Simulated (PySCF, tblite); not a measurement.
**C2H9FOSi2, a small molecule taken as a stand-in for a surface group: NMR shifts, core binding energies and electronic excitations**

What NMR shifts, core binding energies and electronic excitations should one expect for `C[Si](C)(F)O[SiH3]`?

Computed with tblite 0.8.0 and PySCF 2.14.0; each step states its level. No surroundings beyond the atoms listed, unless a continuum is named. Atoms count from 0, parts from 1.

## Step 1: Starting point

15 atoms, charge 0, multiplicity 1; geometry: distance geometry start.

## Step 2: Geometry optimisation with GFN2-xTB

The job: settings as JSON, then the geometry in Å.

```
{"job": {"kind": "relax", "xc": "GFN2-xTB", "basis": "xTB"}, "charge": 0, "multiplicity": 1}
Si    -0.230897    -0.007013    -0.184192
C     -1.575278    -1.286154     0.056253
C     -1.152519     1.639036    -0.175648
O      0.901117    -0.018802     1.099614
Si     2.464271    -0.271432     0.433721
F      0.616437    -0.264143    -1.579468
H     -2.246568    -0.861221     0.833671
H     -1.185799    -2.292621     0.315733
H     -2.215274    -1.289655    -0.875736
H     -1.632350     1.706848     0.800619
H     -0.461121     2.462911    -0.439753
H     -1.974630     1.490042    -0.950963
H      2.655417     0.661161    -0.724514
H      3.508093    -0.049625     1.450483
H      2.524041    -1.618793    -0.037855
```

Level: GFN2-xTB geometry optimisation, gas phase.

Run with:

```sh
> OMP_NUM_THREADS=1 python cluster_run.py task.json out
```

The driver reads the jobs from task.json and runs them one after another.

Output:

```text
step      E/eV     max force
  0    -578.36888    2.708
  1    -578.63625    1.808
  2    -578.81248    0.983
  3    -578.86933    0.908
  4    -578.93108    0.486
  5    -578.96741    0.602
  6    -579.04350    0.691
  7    -579.08652    0.669
  8    -579.11728    0.411
  9    -579.14106    0.444
 10    -579.17198    0.623
 11    -579.20831    0.724
 12    -579.24509    0.648
 13    -579.27494    0.365
 14    -579.29471    0.373
 15    -579.31130    0.407
 16    -579.32706    0.328
 17    -579.33442    0.188
 18    -579.33923    0.189
 19    -579.34543    0.214
 20    -579.35153    0.242
 21    -579.35765    0.233
 22    -579.36409    0.198
 23    -579.37141    0.244
 24    -579.37948    0.308
 25    -579.38731    0.252
 26    -579.39294    0.157
 27    -579.39728    0.151
 28    -579.40186    0.244
 29    -579.40637    0.251
 30    -579.40984    0.169
 31    -579.41167    0.069
 32    -579.41242    0.066
 33    -579.41297    0.092
 34    -579.41364    0.080
 35    -579.41492    0.077
 36    -579.41564    0.071
 37    -579.41608    0.041
 38    -579.41631    0.039
 39    -579.41653    0.035
 40    -579.41674    0.045
 41    -579.41689    0.032
 42    -579.41698    0.024
 43    -579.41706    0.022
 44    -579.41713    0.025
 45    -579.41721    0.022
 46    -579.41727    0.016
 47    -579.41734    0.022
 48    -579.41745    0.040
 49    -579.41763    0.056
 50    -579.41787    0.052
 51    -579.41804    0.023
 52    -579.41812    0.020
 53    -579.41817    0.021
 54    -579.41825    0.032
 55    -579.41836    0.035
 56    -579.41851    0.030
 57    -579.41865    0.027
 58    -579.41879    0.027
 59    -579.41896    0.033
 60    -579.41922    0.040
 61    -579.41952    0.040
 62    -579.41979    0.040
 63    -579.42000    0.042
 64    -579.42025    0.036
 65    -579.42052    0.048
 66    -579.42081    0.033
 67    -579.42110    0.046
 68    -579.42140    0.045
 69    -579.42173    0.047
 70    -579.42212    0.033
 71    -579.42233    0.050
 72    -579.42263    0.042
 73    -579.42284    0.033
 74    -579.42310    0.043
 75    -579.42342    0.053
 76    -579.42359    0.041
 77    -579.42396    0.027
 78    -579.42420    0.033
 79    -579.42448    0.028
 80    -579.42461    0.027
 81    -579.42471    0.025
 82    -579.42485    0.034
 83    -579.42505    0.047
 84    -579.42527    0.043
 85    -579.42549    0.036
 86    -579.42573    0.033
 87    -579.42604    0.052
 88    -579.42642    0.068
 89    -579.42679    0.055
 90    -579.42703    0.029
 91    -579.42697    0.060
 92    -579.42724    0.036
 93    -579.42731    0.024
 94    -579.42746    0.018
 95    -579.42757    0.023
 96    -579.42765    0.021
 97    -579.42773    0.017
 98    -579.42779    0.017
 99    -579.42786    0.014
100    -579.42790    0.018
101    -579.42793    0.014
102    -579.42795    0.013
103    -579.42797    0.008
104    -579.42799    0.008
105    -579.42799    0.005
```

Wall time 4.5 s (1 thread of Arm Neoverse N1, shared host).

Relaxation path:

```csv
step,energy from step 0 (eV),largest force (eV/Å)
0,0.0000,2.7078
4,-0.5622,0.4861
8,-0.7484,0.4114
12,-0.8762,0.6483
16,-0.9582,0.3277
20,-0.9827,0.2425
24,-1.0106,0.3078
28,-1.0330,0.2451
32,-1.0435,0.0660
36,-1.0468,0.0706
40,-1.0479,0.0451
44,-1.0483,0.0247
48,-1.0486,0.0396
52,-1.0492,0.0195
56,-1.0496,0.0295
60,-1.0503,0.0405
64,-1.0514,0.0360
68,-1.0525,0.0446
72,-1.0538,0.0418
76,-1.0547,0.0411
80,-1.0557,0.0273
84,-1.0564,0.0426
88,-1.0575,0.0677
92,-1.0584,0.0357
96,-1.0588,0.0211
100,-1.0590,0.0180
104,-1.0591,0.0081
105,-1.0591,0.0051
```

Distances of close pairs at the start and the end, largest changes first:

```csv
bond,before (Å),after (Å),change (Å)
Si0–O3,1.712,1.614,-0.098
O3–Si4,1.718,1.623,-0.094
C2–H11,1.140,1.085,-0.054
C1–H8,1.131,1.086,-0.045
Si4–H12,1.499,1.461,-0.038
Si4–H14,1.429,1.462,+0.033
Si0–F5,1.653,1.622,-0.030
C1–H6,1.112,1.085,-0.026
```

## Step 3: Geometry optimisation at PBE0-D3(BJ)/def2-SVP

The job: settings as JSON, then the geometry in Å.

```
{"job": {"xc": "PBE0", "basis": "def2-SVP", "d3": "d3bj", "grid": 2, "kind": "geom", "shake": 0.01}, "charge": 0, "multiplicity": 1}
Si    -0.423267    -0.009688    -0.451816
C     -1.562486    -1.405922     0.113345
C     -1.167547     1.755083    -0.251698
O      1.025359    -0.078059     0.270373
Si     2.580643    -0.306209     0.497239
F     -0.152172    -0.197303    -2.038328
H     -1.780365    -1.329912     1.173150
H     -1.061761    -2.356779    -0.054143
H     -2.496902    -1.398331    -0.411262
H     -1.240378     2.026771     0.813719
H     -0.514062     2.489871    -0.710606
H     -2.126169     1.841518    -0.685582
H      3.270599     0.660703    -0.350636
H      2.743821    -0.022120     1.939191
H      2.893763    -1.694993     0.161725
```

Output:

```text
step   0  E = -834.95058524  max force = 0.043937
step   1  E = -834.96194805  max force = 0.007486
step   2  E = -834.96229260  max force = 0.002100
step   3  E = -834.96235170  max force = 0.001062
step   4  E = -834.96239328  max force = 0.001385
step   5  E = -834.96246741  max force = 0.002143
step   6  E = -834.96255074  max force = 0.002761
step   7  E = -834.96261935  max force = 0.002311
step   8  E = -834.96269824  max force = 0.000978
step   9  E = -834.96274470  max force = 0.000898
step  10  E = -834.96275095  max force = 0.000477
step  11  E = -834.96275431  max force = 0.000245
optimisation converged
```

Run time: 3.7 min. Hardware: 1 thread of Arm Neoverse N1, shared host; peak memory 0.71 GiB.

Along the way:

```csv
step,energy from step 0 (eV),largest force component (eV/Å)
0,0.0000,2.2593
1,-0.3092,0.3849
2,-0.3186,0.1080
3,-0.3202,0.0546
4,-0.3213,0.0712
5,-0.3233,0.1102
6,-0.3256,0.1420
7,-0.3275,0.1188
8,-0.3296,0.0503
9,-0.3309,0.0462
10,-0.3310,0.0245
11,-0.3311,0.0126
```

Close pairs (by a distance rule), those that changed most:

```csv
bond,before (Å),after (Å),change (Å)
Si0–C2,1.926,1.853,-0.073
O3–Si4,1.588,1.658,+0.070
C2–H11,1.056,1.101,+0.045
Si0–C1,1.889,1.855,-0.034
Si4–H12,1.459,1.493,+0.033
Si0–O3,1.620,1.652,+0.032
Si4–H14,1.463,1.494,+0.032
C1–H8,1.072,1.101,+0.029
```

The end geometry stands in the next job.

```csv
at the end point,value
point group (found at 0.08 Å tolerance),C1
"rotational constants (GHz, main isotopes)","3.271, 1.347, 1.300"
dipole moment (D),1.51
```

## Step 4: Nuclear shieldings: PBE0/pcSseg-1

The job: settings as JSON, then the geometry in Å.

```
{"job": {"kind": "nmr", "xc": "PBE0", "basis": "pcSseg-1"}, "charge": 0, "multiplicity": 1}
Si    -0.446789     0.071991    -0.388040
C     -1.453405    -1.430238     0.024663
C     -1.325674     1.686627    -0.153806
O      0.943814     0.073365     0.504046
Si     2.572446    -0.236635     0.482929
F      0.001062    -0.036439    -1.954164
H     -1.733492    -1.427922     1.089419
H     -0.877374    -2.347102    -0.173788
H     -2.376835    -1.469801    -0.573141
H     -1.605772     1.828893     0.901205
H     -0.673510     2.522458    -0.449491
H     -2.241254     1.732508    -0.763082
H      3.269869     0.669016    -0.477315
H      3.103150    -0.003404     1.856028
H      2.831917    -1.655085     0.090558
```

Method: GIAO PBE0/pcSseg-1 NMR shielding, non-relativistic, gas phase.

Output:

```text
coarse grid: 13176 points
cycle   1  E = -835.0854409672  dE =  2.897e-01  |g| = 9.255e-01  |ddm| = 3.376e+00
cycle   2  E = -834.9063699990  dE =  1.791e-01  |g| = 1.371e+00  |ddm| = 1.585e+00
cycle   3  E = -835.2341572791  dE = -3.278e-01  |g| = 1.492e-01  |ddm| = 1.061e+00
cycle   4  E = -835.2385304633  dE = -4.373e-03  |g| = 3.959e-02  |ddm| = 1.266e-01
cycle   5  E = -835.2387717204  dE = -2.413e-04  |g| = 1.410e-02  |ddm| = 2.842e-02
cycle   6  E = -835.2388013411  dE = -2.962e-05  |g| = 2.977e-03  |ddm| = 1.035e-02
cycle   7  E = -835.2388030911  dE = -1.750e-06  |g| = 4.130e-04  |ddm| = 2.630e-03
final grid: 117432 points
cycle   8  E = -835.2876498208  dE = -1.834e-05  |g| = 8.905e-03  |ddm| = 1.744e-02
cycle   9  E = -835.2876339353  dE =  1.589e-05  |g| = 1.280e-02  |ddm| = 1.351e-02
cycle  10  E = -835.2876655603  dE = -3.163e-05  |g| = 1.358e-03  |ddm| = 8.465e-03
cycle  11  E = -835.2876659279  dE = -3.675e-07  |g| = 1.393e-04  |ddm| = 9.800e-04
cycle  12  E = -835.2876659312  dE = -3.279e-09  |g| = 6.410e-05  |ddm| = 1.352e-04
cycle  13  E = -835.2876659317  dE = -5.375e-10  |g| = 2.039e-05  |ddm| = 4.852e-05
converged SCF energy = -835.2876659317

GIAO shielding tensors (ppm)
atom      isotropic    diamagn.    paramagn.     s11        s22        s33       span
  0 Si     342.084     880.552    -538.468    308.917    320.689    396.645     87.728
  1 C      185.492     257.723     -72.231    178.765    183.651    194.059     15.294
  2 C      185.223     257.427     -72.204    178.793    182.630    194.246     15.453
  3 O      285.798     401.588    -115.791    254.016    276.319    327.057     73.041
  4 Si     392.245     878.467    -486.222    351.455    358.218    467.062    115.607
  5 F      324.025     472.236    -148.212    268.913    338.224    364.937     96.024
  6 H       31.196      31.602      -0.405     27.359     28.710     37.520     10.161
  7 H       30.917      31.438      -0.521     26.536     28.644     37.571     11.035
  8 H       31.169      29.968       1.201     26.994     28.472     38.040     11.046
  9 H       31.157      31.372      -0.215     27.256     28.728     37.486     10.231
 10 H       30.922      30.909       0.013     26.554     28.519     37.692     11.138
 11 H       31.175      29.773       1.403     26.994     28.520     38.011     11.017
 12 H       26.157      28.468      -2.311     22.665     24.632     31.173      8.508
 13 H       26.364      28.288      -1.924     23.052     24.530     31.511      8.459
 14 H       26.183      28.728      -2.545     22.664     24.783     31.101      8.436
```

Run time: 44 s. Hardware: 1 thread of Arm Neoverse N1, shared host; peak memory 0.88 GiB.

The references, computed at this level on geometries of the same kind, shield at (ppm): $^{1}$H TMS 31.27, $^{13}$C TMS 184.4, $^{29}$Si TMS 352.0, $^{19}$F CFCl3 177.2, $^{17}$O H2O 334.6. Their shielding less the atom's gives the shift. The references are single molecules in the gas phase, so shifts against H2O, NH3, PH3, H3PO4 or CFCl3 are not on the usual liquid scales and can be off by tens of ppm.

```csv
atoms,environment,σ (ppm),δ (ppm)
C2,"carbon bonded to Si, 3 H",185.2,-0.8
C1,"carbon bonded to Si, 3 H",185.5,-1.1
H12,hydrogen on a silicon bonded to O,26.16,5.11
H14,hydrogen on a silicon bonded to O,26.18,5.08
H13,hydrogen on a silicon bonded to O,26.36,4.90
H7,hydrogen on a carbon bonded to Si,30.92,0.35
H10,hydrogen on a carbon bonded to Si,30.92,0.35
H9,hydrogen on a carbon bonded to Si,31.16,0.11
H8,hydrogen on a carbon bonded to Si,31.17,0.10
H11,hydrogen on a carbon bonded to Si,31.18,0.09
H6,hydrogen on a carbon bonded to Si,31.20,0.07
Si0,"silicon bonded to 2 C, F, O",342.1,9.9
Si4,"silicon bonded to O, 3 H",392.2,-40.3
O3,oxygen bonded to 2 Si,285.8,48.8
F5,fluorine bonded to Si,324.0,-146.8
```

The run also stored atomic charges by several schemes (e):

```csv
atoms,Mulliken,IAO,Hirshfeld,ESP fit
Si0,1.26,1.53,0.52,1.27
C1,-0.66,-0.76,-0.22,-0.82
C2,-0.66,-0.76,-0.22,-0.85
O3,-0.77,-0.87,-0.31,-0.59
Si4,0.72,0.85,0.39,0.58
F5,-0.43,-0.54,-0.22,-0.41
```

Mayer bond orders: Si0–C1 0.96, Si0–C2 0.96, Si0–O3 0.93, O3–Si4 0.90, Si0–F5 0.92.

Orbitals, density, ELF and potential are computed afterwards from the orbital file.

Frontier orbitals at PBE0/pcSseg-1, with the share of their density that lies nearest to each atom:

```csv
orbital,energy (eV),lies on
HOMO,-8.44,"O3 27 %; C1, C2 about 15 % each; H14 10 %"
LUMO,0.40,"Si4 16 %; O3 16 %; H12, H13, H14 about 15 % each"
```

ELF in a plane through or near 7 of the atoms.

Ten even steps from ' ' (0.00) to '@' (1.00):
```
                                                        
                                                        
                                                        
                            ==%%@@##..                  
                          ..@@@@@@@@++..                
          ::====::        ..%%@@@@@@++==++--            
        ::##@@@@**          ::##%%++##@@@@@@++          
        --%%@@@@##....--::  ::##**::##@@@@@@##          
        ::**%%++::::++####==..++@@%%**%%@@%%--          
          ..  ****..####%%--####..++::....              
        ..::::----..####%%::++##..--..                  
        ==@@@@@@%%--::==--::==##@@##====::              
      ..%%@@@@@@@@==      ..++##==++@@@@@@##            
      ..%%@@@@@@@@++      --##%%--++@@@@@@%%            
        ::##@@@@%%..    --@@@@@@@@**%%@@@@++            
            ::::..      --@@@@@@%%--::==--              
                          ++@@%%++..                    
                                                        
                                                        
                                                        
```
The map spans 11.8 Å across and 10.1 Å up, centred on the molecule. Atoms in the plane (x, y in Å): Si0 (0.5, 0.0), Si4 (-2.6, 0.1), H7 (0.6, -2.4), H8 (2.2, -1.8), H10 (1.1, 2.4), H11 (2.5, 1.4), H14 (-3.0, -1.2).

log10 of the density (e/Å³) in the same plane.

Ten even steps from '0' (-4.0) to '9' (1.4):
```
0000000000000000000000000000
0000000000000000000000000000
0000000000000012222100000000
0000001100001234443321000000
0001122222112346665433200000
0001233333222356776554210000
0012345554444456777765320000
0023456665555556787775420000
0123456766676667776654320000
0123456996787799765543210000
0123456886777789765432100000
0023467766556667766543200000
0023457765444567877654210000
0012455654334567877754210000
0012234433224578766653200000
0001222322123566655442100000
0000011110012344443321000000
0000000000000122221100000000
0000000000000001100000000000
0000000000000000000000000000
```
The map spans 11.8 Å across and 10.1 Å up, centred on the molecule. Atoms in the plane (x, y in Å): Si0 (0.5, 0.0), Si4 (-2.6, 0.1), H7 (0.6, -2.4), H8 (2.2, -1.8), H10 (1.1, 2.4), H11 (2.5, 1.4), H14 (-3.0, -1.2).

On the surface of density 0.002 e/bohr³ the electrostatic potential runs, from the 1st to the 99th percentile, from -1.17 V near F5 to 1.14 V near H12.

## Step 5: Core holes by ΔSCF: SCAN, X2C

The job, as its differences from that of step 4:

```diff
@@ -1,2 +1,2 @@
-{"job": {"kind": "nmr", "xc": "PBE0", "basis": "pcSseg-1"}, "charge": 0, "multiplicity": 1}
+{"job": {"kind": "xps", "holes": 5}, "charge": 0, "multiplicity": 1}
 Si    -0.446789     0.071991    -0.388040
```

Method: delta-SCF UKS SCAN, pcX-2 on the ionised atom, pcseg-1 elsewhere, spin-free X2C.

Output:

```text
ground state, core basis on atom 0 (Si), 179 functions
  cycle   1  E = -836.89427437  |g| = 9.59e-01
  cycle   2  E = -836.54917930  |g| = 1.65e+00
  cycle   3  E = -837.06298804  |g| = 2.45e-01
  cycle   4  E = -837.07625006  |g| = 4.78e-02
  cycle   5  E = -837.07656993  |g| = 2.84e-02
  cycle   6  E = -837.07670161  |g| = 5.89e-03
  cycle   7  E = -837.07670633  |g| = 1.44e-03
  cycle   8  E = -837.07670726  |g| = 3.71e-04
  E(ground) = -837.10138400 Eh
hole in Si 2p of atom 0
  cycle   1  E = -832.77292355  |g| = 1.24e+00
  cycle   2  E = -832.58821025  |g| = 1.20e+00
  cycle   3  E = -833.03289998  |g| = 3.69e-01
  cycle   4  E = -833.08554943  |g| = 1.34e-01
  cycle   5  E = -833.09031788  |g| = 5.11e-02
  cycle   6  E = -833.09149934  |g| = 9.67e-03
  cycle   7  E = -833.09153059  |g| = 5.82e-03
  cycle   8  E = -833.09154463  |g| = 2.17e-03
  cycle   9  E = -833.09154766  |g| = 4.58e-04
  E(ion) = -833.12778547 Eh   <S^2> = 0.7511   hole on atom = 1.003   binding energy = 108.127 eV
  2p3/2 = 107.858 eV   2p1/2 = 108.487 eV
ground state, core basis on atom 1 (C), 168 functions
  cycle   1  E = -836.96334613  |g| = 6.53e-02
  cycle   2  E = -836.96324168  |g| = 4.29e-02
  cycle   3  E = -836.96347952  |g| = 2.72e-02
  cycle   4  E = -836.96359996  |g| = 6.56e-03
  cycle   5  E = -836.96360813  |g| = 8.26e-04
  cycle   6  E = -836.96360896  |g| = 2.70e-04
  E(ground) = -837.03036318 Eh
hole in C 1s of atom 1
  cycle   1  E = -825.72836066  |g| = 1.50e+00
  cycle   2  E = -825.22709958  |g| = 1.70e+00
  cycle   3  E = -826.25017876  |g| = 3.28e-01
  cycle   4  E = -826.27727886  |g| = 2.00e-01
  cycle   5  E = -826.29094788  |g| = 4.55e-02
  cycle   6  E = -826.29150133  |g| = 1.74e-02
  cycle   7  E = -826.29163639  |g| = 6.87e-03
  cycle   8  E = -826.29165536  |g| = 3.70e-03
  cycle   9  E = -826.29165994  |g| = 9.73e-04
  cycle  10  E = -826.29166186  |g| = 4.07e-04
  E(ion) = -826.35770532 Eh   <S^2> = 0.7669   hole on atom = 1.000   binding energy = 290.418 eV
ground state, core basis on atom 2 (C), 168 functions
  cycle   1  E = -836.96337733  |g| = 5.76e-02
  cycle   2  E = -836.96331129  |g| = 2.38e-02
  cycle   3  E = -836.96333168  |g| = 2.22e-02
  cycle   4  E = -836.96346209  |g| = 9.82e-04
  cycle   5  E = -836.96346169  |g| = 2.62e-04
  E(ground) = -837.03035310 Eh
hole in C 1s of atom 2
  cycle   1  E = -825.72870635  |g| = 1.50e+00
  cycle   2  E = -825.23442086  |g| = 1.69e+00
  cycle   3  E = -826.25179588  |g| = 3.22e-01
  cycle   4  E = -826.27926074  |g| = 1.87e-01
  cycle   5  E = -826.29107655  |g| = 4.52e-02
  cycle   6  E = -826.29161478  |g| = 1.65e-02
  cycle   7  E = -826.29173643  |g| = 6.16e-03
  cycle   8  E = -826.29175597  |g| = 2.69e-03
  cycle   9  E = -826.29175907  |g| = 9.99e-04
  cycle  10  E = -826.29176019  |g| = 3.83e-04
  E(ion) = -826.35777038 Eh   <S^2> = 0.7661   hole on atom = 1.000   binding energy = 290.416 eV
ground state, core basis on atom 3 (O), 168 functions
  cycle   1  E = -837.00032691  |g| = 1.10e-01
  cycle   2  E = -836.99819806  |g| = 1.28e-01
  cycle   3  E = -837.00065038  |g| = 4.96e-02
  cycle   4  E = -837.00106043  |g| = 6.81e-03
  cycle   5  E = -837.00107003  |g| = 1.62e-03
  cycle   6  E = -837.00106923  |g| = 3.63e-04
  E(ground) = -837.06384117 Eh
hole in O 1s of atom 3
  cycle   1  E = -816.40167000  |g| = 2.23e+00
  cycle   2  E = -815.94125124  |g| = 2.20e+00
  cycle   3  E = -817.17871007  |g| = 4.18e-01
  cycle   4  E = -817.21239639  |g| = 2.49e-01
  cycle   5  E = -817.23276038  |g| = 7.00e-02
  cycle   6  E = -817.23412011  |g| = 2.26e-02
  cycle   7  E = -817.23438086  |g| = 4.37e-03
  cycle   8  E = -817.23439047  |g| = 1.13e-03
  cycle   9  E = -817.23439211  |g| = 3.56e-04
  E(ion) = -817.29713936 Eh   <S^2> = 0.7616   hole on atom = 1.000   binding energy = 537.879 eV
ground state, core basis on atom 5 (F), 168 functions
  cycle   1  E = -837.00574597  |g| = 1.71e-01
  cycle   2  E = -836.99802868  |g| = 2.44e-01
  cycle   3  E = -837.00817858  |g| = 4.70e-02
  cycle   4  E = -837.00857373  |g| = 7.90e-03
  cycle   5  E = -837.00858768  |g| = 2.22e-03
  cycle   6  E = -837.00858881  |g| = 4.30e-04
  E(ground) = -837.07812796 Eh
hole in F 1s of atom 5
  cycle   1  E = -810.67916695  |g| = 2.58e+00
  cycle   2  E = -810.66365457  |g| = 2.11e+00
  cycle   3  E = -811.53887540  |g| = 3.32e-01
  cycle   4  E = -811.53871713  |g| = 3.00e-01
  cycle   5  E = -811.57395846  |g| = 5.37e-02
  cycle   6  E = -811.57491967  |g| = 2.21e-02
  cycle   7  E = -811.57518246  |g| = 3.06e-03
  cycle   8  E = -811.57518463  |g| = 1.13e-03
  cycle   9  E = -811.57518766  |g| = 3.00e-04
  E(ion) = -811.65144576 Eh   <S^2> = 0.7565   hole on atom = 1.000   binding energy = 691.895 eV
```

Wall time 75 s (1 thread of Arm Neoverse N1, shared host); peak memory 0.64 GiB.

The holes in one table. −ε is the ground-state orbital energy:

```csv
hole,stands for,environment,ΔSCF (eV; 2p as the shell's mean),−ε (eV),⟨S²⟩
Si2p on Si0,Si0,"silicon bonded to 2 C, F, O",108.07,97.1,0.751
C1s on C1,C1,"carbon bonded to Si, 3 H",290.42,273.4,0.767
C1s on C2,C2,"carbon bonded to Si, 3 H",290.42,273.4,0.766
O1s on O3,O3,oxygen bonded to 2 Si,537.88,516.5,0.762
F1s on F5,F5,fluorine bonded to Si,691.90,666.0,0.757
```

With the spin-orbit splitting: Si0 2p3/2 107.86, 2p1/2 108.49 eV. The table gives each 2p level as the mean over the whole 2p shell (two parts 2p3/2, one part 2p1/2), which differs a little from the single hole in the log.

[end of part 1 of 2]
